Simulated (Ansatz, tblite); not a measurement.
**The cluster Si18H28: rung by rung**

One table from this session's results is given with a row withheld; the runs are named, their logs left out.

Program: Ansatz 0.2.0, Gaussian basis. Level of theory: as each input shows. These are calculated values, not measurements.

Levels to be run: GFN1-xTB, GFN2-xTB, PBE-D4/def2-TZVP, r2SCAN-D4/def2-TZVP, r2SCANh-D4/def2-TZVP, HF/def2-TZVP, BHLYP-D4/def2-TZVP, LC-ωPBE(0.10)/def2-SVP, LC-ωPBE(0.15)/def2-SVP, LC-ωPBE(0.20)/def2-SVP, LC-ωPBE(0.30)/def2-SVP, PBE-D4/def2-SVP, PBE0-D4/def2-SVP, HF/6-31G, B3LYP-D4/6-31G, MP2/def2-SVP, RPA/def2-SVP.

### The relaxed structure

The geometry is that of the singlet, from an earlier relaxation (PBE-D4/def2-SVP).

46 atoms, charge 0, spin multiplicity 1.

Bond lengths: Si1–Si11 2.352 Å, Si1–Si13 2.355 Å, Si1–H19 1.507 Å, Si1–H20 1.509 Å, Si2–Si12 2.355 Å, Si2–Si14 2.353 Å, Si2–H21 1.509 Å, Si2–H22 1.507 Å, Si3–Si11 2.357 Å, Si3–Si15 2.376 Å, Si3–H23 1.505 Å, Si3–H24 1.515 Å, Si4–Si12 2.376 Å, Si4–Si16 2.358 Å, Si4–H25 1.515 Å, Si4–H26 1.505 Å, Si5–Si11 2.351 Å, Si5–Si17 2.351 Å and more. Angles: Si11–Si1–Si13 101.4°, Si11–Si1–H19 111.6°, Si11–Si1–H20 110.5°, Si13–Si1–H19 112.1°, Si13–Si1–H20 112.1°, H19–Si1–H20 109.1°, Si12–Si2–Si14 101.5°, Si12–Si2–H21 112.0°, Si12–Si2–H22 112.0°, Si14–Si2–H21 110.5°, Si14–Si2–H22 111.6°, H21–Si2–H22 109.0°, Si11–Si3–Si15 122.1°, Si11–Si3–H23 110.0°, Si11–Si3–H24 105.6°, Si15–Si3–H23 112.6°, Si15–Si3–H24 97.9°, H23–Si3–H24 106.6° and more.

PBE0-D4/def2-TZVP was run before; its log isn't repeated, and its numbers join the tables.

Set-up of the first run:

Tight binding, by tblite at 300 K electronic temperature and without a spin-polarisation term:

```python
tblite.interface.Calculator('GFN1-xTB', numbers, positions, charge=0, uhf=0).singlepoint()
```

Tight binding, by tblite at 300 K electronic temperature and without a spin-polarisation term:

```python
tblite.interface.Calculator('GFN2-xTB', numbers, positions, charge=0, uhf=0).singlepoint()
```

start.molden holds the orbitals of an earlier run on this state, given as this run's starting guess.

Contents of in.yaml:

```yaml
crystal:
  periodic: [false, false, false]
  atoms:
    - {symbol: Si, position_ang: [-2.941065, -0.098980, -2.569930]}
    - {symbol: Si, position_ang: [-2.941947, 0.096025, 2.562656]}
    - {symbol: Si, position_ang: [0.208739, -2.265479, -1.963543]}
    - {symbol: Si, position_ang: [-0.207547, -2.260537, 1.959128]}
    - {symbol: Si, position_ang: [0.001346, -0.001801, -5.011340]}
    - {symbol: Si, position_ang: [-0.206814, 2.262817, -1.965630]}
    - {symbol: Si, position_ang: [2.943040, 0.095450, -2.569417]}
    - {symbol: Si, position_ang: [0.208800, 2.261618, 1.956692]}
    - {symbol: Si, position_ang: [2.943457, -0.093592, 2.562049]}
    - {symbol: Si, position_ang: [-0.001441, 0.000346, 5.001295]}
    - {symbol: Si, position_ang: [-1.256854, -1.387683, -3.588090]}
    - {symbol: Si, position_ang: [-1.759355, -0.897684, 0.784982]}
    - {symbol: Si, position_ang: [-1.757389, 0.896865, -0.794086]}
    - {symbol: Si, position_ang: [-1.260778, 1.388940, 3.580877]}
    - {symbol: Si, position_ang: [1.759212, -0.898465, -0.792574]}
    - {symbol: Si, position_ang: [1.262010, -1.384747, 3.581573]}
    - {symbol: Si, position_ang: [1.259821, 1.384213, -3.588618]}
    - {symbol: Si, position_ang: [1.760143, 0.897465, 0.784075]}
    - {symbol: H, position_ang: [-4.078206, -0.959409, -2.081605]}
    - {symbol: H, position_ang: [-3.478945, 0.926258, -3.537955]}
    - {symbol: H, position_ang: [-3.477356, -0.931113, 3.529966]}
    - {symbol: H, position_ang: [-4.082176, 0.951772, 2.074521]}
    - {symbol: H, position_ang: [-0.536225, -3.204761, -1.053237]}
    - {symbol: H, position_ang: [1.208838, -3.106927, -2.729316]}
    - {symbol: H, position_ang: [-1.206992, -3.102562, 2.725499]}
    - {symbol: H, position_ang: [0.535326, -3.199478, 1.047163]}
    - {symbol: H, position_ang: [-0.902919, 0.826803, -5.888957]}
    - {symbol: H, position_ang: [0.905193, -0.829991, -5.889724]}
    - {symbol: H, position_ang: [-1.206660, 3.103543, -2.732598]}
    - {symbol: H, position_ang: [0.537833, 3.203150, -1.056307]}
    - {symbol: H, position_ang: [3.480352, -0.931062, -3.536341]}
    - {symbol: H, position_ang: [4.080675, 0.955582, -2.081929]}
    - {symbol: H, position_ang: [-0.532864, 3.202812, 1.045899]}
    - {symbol: H, position_ang: [1.210437, 3.102165, 2.722149]}
    - {symbol: H, position_ang: [4.082605, -0.951503, 2.074639]}
    - {symbol: H, position_ang: [3.479886, 0.934454, 3.527862]}
    - {symbol: H, position_ang: [-0.905259, -0.829986, 5.877663]}
    - {symbol: H, position_ang: [0.899469, 0.828612, 5.882441]}
    - {symbol: H, position_ang: [-1.812837, -2.577558, -4.334596]}
    - {symbol: H, position_ang: [-2.645398, -1.933831, 0.124825]}
    - {symbol: H, position_ang: [-2.644192, 1.930710, -0.130663]}
    - {symbol: H, position_ang: [-1.813084, 2.580272, 4.328271]}
    - {symbol: H, position_ang: [2.645373, -1.932391, -0.128505]}
    - {symbol: H, position_ang: [1.814883, -2.574642, 4.330779]}
    - {symbol: H, position_ang: [1.815307, 2.574374, -4.335198]}
    - {symbol: H, position_ang: [2.643359, 1.933934, 0.120455]}
basis:
  gaussian: {orbitals: def2-TZVP, fitting: {mean_field: def2-universal-jkfit}, initial_orbitals: start.molden}
hamiltonian: {xc: pbe, dispersion: d4}
scf: {omitted_lower_state_checks: [starts]}
output: {orbitals: {seedname: orbitals}}
```

Run with:

```console
$ ansatz run in.yaml --threads 2 --pin off --events-out ev --progress --plain --max-ram 32768MiB --backend cuda --devices 0, --max-vram 18GiB
```

Among the steps run: PBE-D4/def2-TZVP; r2SCAN-D4/def2-TZVP; r2SCANh-D4/def2-TZVP; HF/def2-TZVP; BHLYP-D4/def2-TZVP; LC-ωPBE(0.10)/def2-SVP; LC-ωPBE(0.15)/def2-SVP; LC-ωPBE(0.20)/def2-SVP; LC-ωPBE(0.30)/def2-SVP; PBE-D4/def2-SVP; PBE0-D4/def2-SVP; HF/6-31G; B3LYP-D4/6-31G; MP2/def2-SVP; RPA/def2-SVP.

One table of the session follows, with a row left open; its other results are not shown here.

It belongs to the step «Binding energy». 

```
               level  binding an atom (eV)
            HF/6-31G                 1.952
         HF/def2-SVP                 2.324
        HF/def2-TZVP                 2.339
     PBE-D4/def2-SVP                 3.179
    PBE-D4/def2-TZVP                 3.176
 r2SCAN-D4/def2-TZVP                 3.194
r2SCANh-D4/def2-TZVP                 3.187
      B3LYP-D4/6-31G                 2.906
    PBE0-D4/def2-SVP                     ?
   PBE0-D4/def2-TZVP                 3.177
  BHLYP-D4/def2-TZVP                 3.145
        MP2/def2-SVP                 2.924
```

Q: Estimate the row for PBE0-D4/def2-SVP from the others.

The run gave: binding an atom (eV): 3.175. In the column «binding an atom (eV)» it lies between BHLYP-D4/def2-TZVP (3.145) and PBE-D4/def2-TZVP (3.176).

To keep in mind: Free atoms were run apart at each level; binding is atoms less cluster, divided by the number of atoms, without zero-point or spin-orbit terms.
